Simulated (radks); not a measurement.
# The Coulomb parameter U of the 5d shell of Pt³⁺

An exercise on one series of results from a longer session: the logs are not shown, and one member is left open.

The numbers are computed with radks (a radial shooting solver on a logarithmic mesh, Libxc functionals) version 1 (scalar-relativistic Kohn-Sham, PBEsol, spin-unpolarised, spherical densities, finite nucleus), except any that are marked as measured or tabulated.

**Starting point**

| Item | Value |
| --- | --- |
| element | platinum (Z = 78) |
| charge | +3 |
| electrons | 75 |
| configuration | [Xe] 4f14 5d5.5 6p1.5 |
| nuclear rms radius | 5.427 fm |

Set-up of the first run:

The run's settings:

```text
Z 78
configuration [Xe] 4f14 5d5.5 6p1.5
relativity scalar-relativistic
functional pbe_sol,pbe_sol
spin unpolarised
nucleus finite rms 5.427 fm
c 137.035999084
```

Steps of the session up to this table: Start: [Xe] 4f14 5d5.5 6p1.5.

One of the session's tables, all rows but one given; the rest of the session is left out.

It belongs to the step «Start: [Xe] 4f14 5d5.5 6p1.5». Sizes of the orbitals, from the radial functions (bohr):

```
level     <r>  outermost maximum (interpolated)  90 % within  nodes
   4s  0.4152                             0.390        0.595      3
   4p  0.4420                             0.410        0.641      2
   4d  0.4682                             0.418        0.699      1
   5s       ?                                 ?            ?      ?
   4f  0.5149                             0.385        0.831      0
   5p   1.081                             0.972         1.56      3
   5d   1.431                              1.20         2.14      2
   6p   2.713                              2.47         3.87      4
```

**Question.** Estimate the row for 5s.

The run gave: <r>: 0.9447; outermost maximum (interpolated): 0.867; 90 % within: 1.35; nodes: 4. In the column «<r>» it lies between 4f (0.5149) and 5p (1.081).
